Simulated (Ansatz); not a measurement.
# CH4MoO3: one species, many methods

An exercise on one series of results from a longer session: the logs are not shown, and one member is left open.

Method: functionals in def2-TZVPP, the program's frozen cores in correlated methods; program: Ansatz 0.2.0, Gaussian basis.

The runs, in order: LDA (SPW92), PBE-D4, revPBE-D4, BLYP-D4, r2SCAN-D4, B97M-V, PBE0-D4, B3LYP-D4, r2SCANh-D4, r2SCAN0-D4, HSE06-D4, BHLYP-D4, CAM-B3LYP-D4, LC-ωPBE, ωB97X-V, ωB97M-V, B2PLYP, PBE-QIDH; CCSD(T)/def2-SVP; CCSD(T)/def2-TZVPP; MP2/def2-QZVPP; extrapolation to the limit; RPA on PBE.

### The relaxed structure

The geometry comes from an earlier relaxation with PBE0-D4 in a triple-zeta def2 set; it is a stationary point, not always the lowest conformer. Mo takes the def2 core potential; no spin-orbit term is included.

SMILES `[CH3][Mo](=[O])(=[O])[OH]`, 9 atoms, charge 0, spin multiplicity 1.

Atoms are counted from 1 here; the program's logs count them from 0.

Bond lengths: C1–Mo2 2.100 Å, C1–H6 1.092 Å, C1–H7 1.093 Å, C1–H8 1.093 Å, Mo2–O3 1.676 Å, Mo2–O4 1.676 Å, Mo2–O5 1.867 Å, O5–H9 0.960 Å. Angles: Mo2–C1–H6 110.1°, Mo2–C1–H7 109.4°, Mo2–C1–H8 108.9°, H6–C1–H7 109.2°, H6–C1–H8 109.2°, H7–C1–H8 110.0°, C1–Mo2–O3 105.6°, C1–Mo2–O4 105.9°, C1–Mo2–O5 108.5°, O3–Mo2–O4 109.8°, O3–Mo2–O5 112.4°, O4–Mo2–O5 114.0°, Mo2–O5–H9 126.1°.

Set-up of the first run:

Input file in.yaml:

```yaml
crystal:
  periodic: [false, false, false]
  atoms:
    - {symbol: C, position_ang: [-0.840160, -0.934378, -0.498861]}
    - {symbol: Mo, position_ang: [0.651816, 0.489956, -0.104697]}
    - {symbol: O, position_ang: [0.721679, 1.460400, -1.469457]}
    - {symbol: O, position_ang: [2.079340, -0.373847, 0.052211]}
    - {symbol: O, position_ang: [0.169440, 1.445730, 1.425420]}
    - {symbol: H, position_ang: [-0.598398, -1.489845, -1.407185]}
    - {symbol: H, position_ang: [-0.907944, -1.630009, 0.341631]}
    - {symbol: H, position_ang: [-1.794700, -0.419214, -0.635170]}
    - {symbol: H, position_ang: [0.607428, 1.404907, 2.279008]}
basis:
  gaussian: {orbitals: def2-TZVPP}
hamiltonian: {xc: lda}
output: {orbitals: {seedname: orbitals}}
```

Among the steps run: LDA; PBE-D4 (GGA); revPBE-D4 (GGA); BLYP-D4 (GGA); r2SCAN-D4 (meta-GGA); B97M-V (meta-GGA); PBE0-D4 (hybrid); B3LYP-D4 (hybrid); r2SCANh-D4 (hybrid); r2SCAN0-D4 (hybrid); HSE06-D4 (hybrid); BHLYP-D4 (hybrid); CAM-B3LYP-D4 (range-separated); LC-ωPBE-D4 (range-separated; the results give it without D4); ωB97X-V (range-separated); ωB97M-V (range-separated); B2PLYP (double hybrid); PBE-QIDH (double hybrid).

One table of the session follows, with a row left open; its other results are not shown here.

It belongs to the step «Frontier levels by functional». 

| functional | HOMO (eV) | LUMO (eV) | gap (eV) |
| --- | --- | --- | --- |
| LDA (SPW92) | -7.65 | -3.43 | 4.22 |
| PBE-D4 | -7.42 | -3.18 | 4.24 |
| revPBE-D4 | -7.34 | -3.08 | 4.26 |
| BLYP-D4 | -7.33 | -3.11 | 4.22 |
| r2SCAN-D4 | -7.78 | -3.13 | 4.65 |
| B97M-V | -7.86 | -3.07 | 4.79 |
| PBE0-D4 | -8.97 | -2.40 | 6.57 |
| B3LYP-D4 | -8.74 | -2.65 | 6.08 |
| r2SCANh-D4 | -8.38 | -2.83 | 5.56 |
| r2SCAN0-D4 | -9.18 | -2.36 | 6.82 |
| HSE06-D4 | -8.56 | -2.78 | 5.79 |
| BHLYP-D4 | ? | ? | ? |
| CAM-B3LYP-D4 | -10.39 | -1.32 | 9.07 |
| LC-ωPBE | -11.75 | -0.11 | 11.64 |
| ωB97X-V | -11.38 | -0.19 | 11.19 |
| ωB97M-V | -11.28 | -0.23 | 11.04 |

Estimate the missing values for BHLYP-D4.

Worked estimate for «HOMO (eV)». Against the share of exact exchange, BLYP-D4 (0, -7.33), B3LYP-D4 (0.2, -8.74) give a slope of -7.05 per unit share; at 0.5 the line stands at -10.86.

As computed: HOMO (eV): -10.29; LUMO (eV): -1.48; gap (eV): 8.81. In «HOMO (eV)» the line misses by -0.57.
